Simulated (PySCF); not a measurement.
# Solver options tried on Rb2

Aim: find out which solver settings change the answer for Rb2.

The runs use PySCF 2.14.0; method and basis as typed in the scripts.

3 further runs of the same task are left out: 3 that didn't finish.

### 1 Where the work starts

Rb2: 2 atoms, charge 0, spin multiplicity 1.

No contacts short enough for the rule that draws bonds.

### 2 Base script

Contents of input.py:

```python
from pyscf import gto, dft

mol = gto.M(
    atom='Rb 0 0 0; Rb 0 0 4.12',
    basis='def2-svpd',
    ecp={'Rb': 'def2-svpd'},
    charge=0,
    spin=0,
    verbose=4,
)
mf = dft.RKS(mol, xc='wb97')
mf.kernel()
mf.stability(internal=True, external=True)
mf.dip_moment()
print('orbital energies (hartree):', mf.mo_energy[..., max(0, mol.nelec[1]-3):mol.nelec[0]+3].round(4))
```

Started as:

```sh
python input.py
```

Its log is not repeated here.

It gives: E(SCF) = -48.175164 Eh, 10 cycles, μ = 0.00 D, internal stable; real -> complex stable; RHF/RKS -> UHF/UKS stable.

The bond length is a typed value, not an optimised one.

### 3 Point-group symmetry on

Run 1 changes point-group symmetry: off → on.

Contents of input.py:

```python
from pyscf import gto, dft

mol = gto.M(
    atom='Rb 0 0 0; Rb 0 0 4.12',
    basis='def2-svpd',
    ecp={'Rb': 'def2-svpd'},
    charge=0,
    spin=0,
    symmetry=True,
    verbose=4,
)
mf = dft.RKS(mol, xc='wb97')
mf.kernel()
mf.stability(internal=True, external=True)
mf.dip_moment()
print('orbital energies (hartree):', mf.mo_energy[..., max(0, mol.nelec[1]-3):mol.nelec[0]+3].round(4))
```

Started as:

```sh
python input.py
```

### 4 Damping 0.2

Run 2 changes damping: none → 0.2.

Edit input.py of step 2 so:

```diff
@@ -11,2 +11,4 @@
 mf = dft.RKS(mol, xc='wb97')
+mf.damp = 0.2
+mf.diis_start_cycle = 8
 mf.kernel()
```

### 5 Convergence threshold 1e-16 hartree

Run 3 changes convergence threshold: default → 1e-16 hartree.

Edit input.py of step 2 so:

```diff
@@ -11,2 +11,3 @@
 mf = dft.RKS(mol, xc='wb97')
+mf.conv_tol = 1e-16
 mf.kernel()
```

What does the calculation give? Wanted: for each run, E(SCF); from base; gap; after the SCF.

**Answer**, as computed:

```tsv
run	E(SCF) (hartree)	from base (eV)	cycles	gap (eV)	after the SCF
base	-48.175164	0	10	3.79	stable
point-group symmetry on	-48.175164	0.0000	10	3.79	stable (point group kept)
damping 0.2	-48.175164	0.0000	12	3.79	stable
convergence threshold 1e-16 hartree	-48.175164	0.0000	41	3.79	stable
```

Distance from each run's final energy (log10 hartree) by cycle:

```tsv
run	cycle 1	cycle 2	cycle 3	cycle 5	cycle 8	cycle 12
base	-1.4	-2.8	-3.9	-5.2	-9.0	done
point-group symmetry on	-1.4	-2.8	-3.9	-5.2	-9.0	done
damping 0.2	-1.4	-3.0	-3.7	-4.6	-5.9	< -11
convergence threshold 1e-16 hartree	-1.4	-2.8	-3.9	-5.2	-9.0	< -11
```

In words: With point-group symmetry on or damping 0.2 or convergence threshold 1e-16 hartree the SCF ends at the base energy. With point-group symmetry on, damping 0.2 the path hardly changes: 10 to 12 cycles against 10.
